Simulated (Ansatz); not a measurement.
**The zinc atom (singlet): wave-function methods side by side, def2-TZVPD**

Aim: climb from Hartree-Fock through coupled cluster and multireference methods for the zinc atom (singlet) at one geometry and basis, and see what each rung misses.

Computed with Ansatz 0.2.0, Gaussian basis. Level: def2-TZVPD, core rule «outside noble gas», up to 9 orbitals frozen.

Plan: UHF; CCSD(T) on RHF; CISD; CCSDT(Q) on RHF; CASSCF and MRCISD+Q, 8 electrons in 8 orbitals; CASSCF and MRCISD+Q(relaxed), 8 electrons in 8 orbitals; CASSCF and NEVPT4(SD), 8 electrons in 8 orbitals; CASSCF and NEVPT2, 8 electrons in 8 orbitals.

## (1) The atom

A free atom, in its lowest state of this spin that the program finds.

1 atom, charge 0, spin multiplicity 1.

## (2) UHF

Contents of in.yaml:

```yaml
crystal:
  periodic: [false, false, false]
  atoms:
    - {symbol: Zn, position_ang: [0.000000, 0.000000, 0.000000]}
basis:
  gaussian: {orbitals: def2-TZVPD}
magnetization: {spin_polarized: true, initial_magnetization: 0}
hamiltonian: {xc: hf}
output: {orbitals: {seedname: orbitals}}
```

Launch:

```sh
> ansatz run in.yaml --threads 1 --pin off --events-out ev --progress --plain --max-ram 2393MiB
```

Further steps of the session: CCSD(T) on RHF; CISD; CCSDT(Q) on RHF; CASSCF and MRCISD+Q, 8 electrons in 8 orbitals; CASSCF and MRCISD+Q(relaxed), 8 electrons in 8 orbitals; CASSCF and NEVPT4(SD), 8 electrons in 8 orbitals; CASSCF and NEVPT2, 8 electrons in 8 orbitals.

Before running them: what should the planned runs give, taken together? Wanted: RCCSDT(Q) below the RHF energy; RMP2 from RCCSDT(Q); RCCSD from RCCSDT(Q); RCCSD(T) from RCCSDT(Q); MRCISD+Q frontier from RCCSDT(Q); MRCISD+Q(relaxed) frontier from RCCSDT(Q); T1 diagnostic.

The runs gave:

```
                                 quantity             value
           RCCSDT(Q) below the RHF energy       -10.4463 eV
                      RMP2 from RCCSDT(Q)   -12.55 kcal/mol
                     RCCSD from RCCSDT(Q)    +5.33 kcal/mol
                  RCCSD(T) from RCCSDT(Q)    -0.30 kcal/mol
         MRCISD+Q frontier from RCCSDT(Q)    +1.37 kcal/mol
MRCISD+Q(relaxed) frontier from RCCSDT(Q)    +1.10 kcal/mol
        levels within 1 kcal/mol (43 meV)  RCCSD(T), RCCSDT
                            T1 diagnostic             0.016
```

**Reading.** RCCSD(T) misses by -0.30 kcal/mol, 0.1 % of the correlation energy. Of the multireference levels listed MRCISD+Q(relaxed) frontier comes nearest in total energy (+1.10 kcal/mol), which doesn't show that its space is the better one. These misses are within one basis, not against nature.
